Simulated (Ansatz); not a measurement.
# BeTe2: the cost of one run

Method: DFT PBE, scalar-relativistic, plane waves, PAW, unless a step names another level, in Ansatz 0.2.0.

2 further runs of the same task are left out: 2 that didn't finish.

## (1) The structure to begin with

Symmetry: Ibam, No. 72, orthorhombic system. Conventional cell: a = 4.601 Å, b = 10.001 Å, c = 6.802 Å, α = 90.00°, β = 90.00°, γ = 90.00°. Be (site symmetry 222) is surrounded by 4 Te at 2.49 Å. Around Te (site symmetry m) lie 2 Be at 2.49 Å.

As a file:

```
Be Te
1.0
    -2.30032    5.00066    3.40112
     2.30032   -5.00066    3.40112
     2.30032    5.00066   -3.40112
Be Te
2 4
Cartesian
  0.0000 0.0000 5.1017
  0.0000 0.0000 1.7006
  1.4072 -1.1467 3.4011
  0.8931 3.8540 3.4011
  1.4072 1.1467 0.0000
  0.8931 6.1474 0.0000
```

It came out lowest among 38 distinct ends of the trial cells. At a tolerance of 0.02 Å it has space group Ibam (No. 72).

## (2) Relaxing to 0.001 eV/Å, on the response runs' mesh and smearing

Contents of input.yaml:

```yaml
crystal:
  lattice:
    - [-2.3003169747, 5.00065723, 3.4011209732]
    - [2.3003169747, -5.00065723, 3.4011209732]
    - [2.3003169747, 5.00065723, -3.4011209732]
  atoms:
    - { symbol: Be, position: [0.75, 0.75, 0.0] }
    - { symbol: Be, position: [0.25, 0.25, 0.0] }
    - { symbol: Te, position: [0.3853453255, 0.8058766156, 0.1912219411] }
    - { symbol: Te, position: [0.8853453255, 0.6941233844, 0.5794687099] }
    - { symbol: Te, position: [0.1146546745, 0.3058766156, 0.4205312901] }
    - { symbol: Te, position: [0.6146546745, 0.1941233844, 0.8087780589] }
basis:
  ecutwfc: 420
kpoints:
  mp_grid: { grid: [10, 10, 10] }
hamiltonian:
  xc: pbe
scf:
  occupations: { method: gaussian, width: 0.01 }
output:
  forces: true
  stress: true
  eigenvalues: true
relax:
  adjacent_minimum: "off"
  f_tol: 0.001
  max_steps: 60
  cell: { stress_tol: 0.01 }
```

The run is started by

```bash
> ansatz run input.yaml --threads 3 --pin off --max-ram 7680MiB --backend cpu --events-out ev --progress --plain --runs-dir out
```

**Question.** How long does this run take on 3 threads of AMD EPYC 9R45 (Zen 5), shared host, and how much memory does it need?

About 17 s, with a peak of 1.1 GiB.
